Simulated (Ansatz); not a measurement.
# TaGe+ (singlet): wave-function methods side by side, def2-TZVPP

An exercise on one series of results from a longer session: the logs are not shown, and one member is left open.

Computed with Ansatz 0.2.0, Gaussian basis. Level: def2-TZVPP, core rule «outside noble gas», up to 18 orbitals frozen.

Plan: UHF; CCSD(T) on RHF; CCSDT(Q) on RHF.

6 further runs of the same task are left out: 1 for a known fault of the program, 5 that didn't finish.

### The system

The geometry is a PBE0/def2-TZVP stationary point (not a proven minimum). No spin-orbit coupling is included. Elements past krypton take def2 core potentials. The filled d shell of Ge may be among the frozen orbitals whatever the setting's name suggests; the logs give the count.

2 atoms, charge 1, spin multiplicity 1.

Atoms are counted from 1 here; the program's logs count them from 0.

Bond lengths: Ta1–Ge2 2.365 Å.

Set-up of the first run:

File in.yaml:

```yaml
crystal:
  periodic: [false, false, false]
  atoms:
    - {symbol: Ta, position_ang: [0.000000, 0.000000, 0.000000]}
    - {symbol: Ge, position_ang: [0.000000, 0.000000, 2.365000]}
basis:
  gaussian: {orbitals: def2-TZVPP}
total_charge: 1
magnetization: {spin_polarized: true, initial_magnetization: 0}
hamiltonian: {xc: hf}
output: {orbitals: {seedname: orbitals}}
```

Command:

```
> ansatz run in.yaml --threads 1 --pin off --events-out ev --progress --plain --max-ram 2393MiB
```

Among the steps run: UHF; CCSD(T) on RHF; CCSDT(Q) on RHF.

One table of the session follows, with a row left open; its other results are not shown here.

| method | from RCCSDT(Q) (kJ/mol) |
| --- | --- |
| RHF | +659.3 |
| RMP2 | +84.4 |
| RCCSD | ? |
| RCCSD(T) | +14.0 |
| RCCSDT | +11.0 |
| RCCSDT(Q) | 0 |

Estimate the missing values for RCCSD.

As computed: from RCCSDT(Q) (kJ/mol): +71.3. In the column «from RCCSDT(Q) (kJ/mol)» it lies between RCCSD(T) (+14.0) and RMP2 (+84.4).
